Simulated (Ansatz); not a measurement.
# GaBHCl (triplet): wave-function methods side by side at a displaced geometry (v2), cc-pVDZ

One table from this session's results is given with a row withheld; the runs are named, their logs left out.

Computed with Ansatz 0.2.0, Gaussian basis. Level: cc-pVDZ, core rule «outside noble gas», up to 20 orbitals frozen.

Plan: UHF; CCSD(T) on ROHF; CCSD(T) on UHF; BCCD(T) on ROHF; CISD as a restricted active space (open shells left free, so some higher excitations enter); CCSDT(Q) on ROHF; CCSDT(Q) on UHF.

26 further runs of the same task are left out: 2 for a known fault of the program, 13 that didn't finish, 11 set aside as unsound or not needed. Runs told in other sessions of the task aren't counted.

## The geometry

The geometry is a PBE0/def2-TZVP stationary point (not a proven minimum) with its atoms shifted at random (size 0.100 Å). No spin-orbit coupling is included. The filled d shell of Ga may be among the frozen orbitals whatever the setting's name suggests.

4 atoms, charge 0, spin multiplicity 3.

Atoms are counted from 1 here; the program's logs count them from 0.

Bond lengths: B1–Ga2 1.906 Å, B1–H4 1.182 Å, Ga2–Cl3 2.122 Å. Angles: Ga2–B1–H4 151.8°, B1–Ga2–Cl3 159.2°.

Set-up of the first run:

in.yaml

```yaml
crystal:
  periodic: [false, false, false]
  atoms:
    - {symbol: B, position_ang: [0.125044, -0.339845, 2.288251]}
    - {symbol: Ga, position_ang: [-0.039830, 0.109484, 0.442905]}
    - {symbol: Cl, position_ang: [0.036791, -0.110186, -1.666468]}
    - {symbol: H, position_ang: [0.119899, -0.052624, 3.435066]}
basis:
  gaussian: {orbitals: cc-pVDZ}
magnetization: {spin_polarized: true, initial_magnetization: 2}
hamiltonian: {xc: hf}
output: {orbitals: {seedname: orbitals}}
```

Started as:

```bash
ansatz run in.yaml --threads 1 --pin off --events-out ev --progress --plain --max-ram 2393MiB
```

Among the steps run: UHF; CCSD(T) on ROHF; CCSD(T) on UHF; BCCD(T) on ROHF; CISD as a restricted active space (open shells left free, so some higher excitations enter); CCSDT(Q) on ROHF; CCSDT(Q) on UHF.

One table of the session follows, with a row left open; its other results are not shown here.

```
   method  from UCCSDT(Q) (meV)
     ROHF               +7875.8
      UHF               +7734.8
     RMP2                     ?
     UMP2               +1184.3
    RCCSD                +276.5
    UCCSD                +269.3
 RCCSD(T)                 +58.0
 UCCSD(T)                 +55.4
  BCCD(T)                 +57.6
   RCCSDT                 +22.1
   UCCSDT                 +18.5
RCCSDT(Q)                  +4.2
UCCSDT(Q)                     0
```

Q: Estimate the row for RMP2 from the others.

As computed: from UCCSDT(Q) (meV): +1154.5. In the column «from UCCSDT(Q) (meV)» it lies between RCCSD (+276.5) and UMP2 (+1184.3).

Not comparable, so not listed: CISD as a restricted active space (open shells left free, so some higher excitations enter) (they don't share determinant, frozen orbitals or solution with the rows shown, or repeat one).

Caveats from the session: Restricted and unrestricted rows rest on different reference determinants; a gap between their highest levels can come from leftover correlation error, from unlike frozen cores or from another state.
